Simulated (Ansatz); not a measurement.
# CHGaP (quartet): the correlation ladder at a displaced geometry (v2), cc-pVDZ

An exercise on one series of results from a longer session: the logs are not shown, and one member is left open.

The runs use Ansatz 0.2.0, Gaussian basis; cc-pVDZ, core rule «outside noble gas», up to 20 orbitals frozen.

The runs, in order: UHF; CCSD(T) on ROHF; CCSD(T) on UHF; BCCD(T) on ROHF; CISD as a restricted active space (open shells left free, so some higher excitations enter); CCSDT(Q) on ROHF; CCSDT(Q) on UHF.

37 further runs of the same task are left out: 10 for a known fault of the program, 13 that didn't finish, 14 set aside as unsound or not needed. Runs told in other sessions of the task aren't counted.

## The geometry

The geometry is a PBE0/def2-TZVP stationary point (not a proven minimum) with its atoms shifted at random (size 0.100 Å). No spin-orbit coupling is included. The filled d shell of Ga may be among the frozen orbitals whatever the setting's name suggests.

4 atoms, charge 0, spin multiplicity 4.

Atoms are counted from 1 here; the program's logs count them from 0.

Bond lengths: C1–P2 1.769 Å, C1–Ga3 1.995 Å, C1–H4 1.023 Å, P2–Ga3 2.361 Å. Angles: P2–C1–Ga3 77.5°, P2–C1–H4 134.2°, Ga3–C1–H4 121.1°, C1–P2–Ga3 55.6°, C1–Ga3–P2 47.0°.

Set-up of the first run:

in.yaml reads:

```yaml
crystal:
  periodic: [false, false, false]
  atoms:
    - {symbol: C, position_ang: [-0.029592, 1.215460, 0.698483]}
    - {symbol: P, position_ang: [-0.048791, -0.343267, 1.533730]}
    - {symbol: Ga, position_ang: [0.018201, -0.086188, -0.812037]}
    - {symbol: H, position_ang: [0.592932, 2.026919, 0.717289]}
basis:
  gaussian: {orbitals: cc-pVDZ}
magnetization: {spin_polarized: true, initial_magnetization: 3}
hamiltonian: {xc: hf}
output: {orbitals: {seedname: orbitals}}
```

Command:

```sh
> ansatz run in.yaml --threads 1 --pin off --events-out ev --progress --plain --max-ram 2393MiB
```

Among the steps run: UHF; CCSD(T) on ROHF; CCSD(T) on UHF; BCCD(T) on ROHF; CISD as a restricted active space (open shells left free, so some higher excitations enter); CCSDT(Q) on ROHF; CCSDT(Q) on UHF.

One of the session's tables, all rows but one given; the rest of the session is left out.

It belongs to the step «Misses and costs». 

| method | from UCCSDT(Q) (kcal/mol) |
| --- | --- |
| ROHF | +203.47 |
| UHF | +192.08 |
| RMP2 | +26.19 |
| UMP2 | ? |
| RCCSD | +11.69 |
| UCCSD | +10.82 |
| RCCSD(T) | +1.94 |
| UCCSD(T) | +2.03 |
| BCCD(T) | +1.99 |
| RCCSDT | +1.25 |
| UCCSDT | +0.95 |
| RCCSDT(Q) | +0.27 |
| UCCSDT(Q) | 0 |

**Question.** Estimate the row for UMP2.

The run gave: from UCCSDT(Q) (kcal/mol): +32.38. In the column «from UCCSDT(Q) (kcal/mol)» it lies between RMP2 (+26.19) and UHF (+192.08).

Not comparable, so not listed: CISD as a restricted active space (open shells left free, so some higher excitations enter) (they don't share determinant, frozen orbitals or solution with the rows shown, or repeat one).

Limits of these values: Restricted and unrestricted rows rest on different reference determinants; a gap between their highest levels can come from leftover correlation error, from unlike frozen cores or from another state.
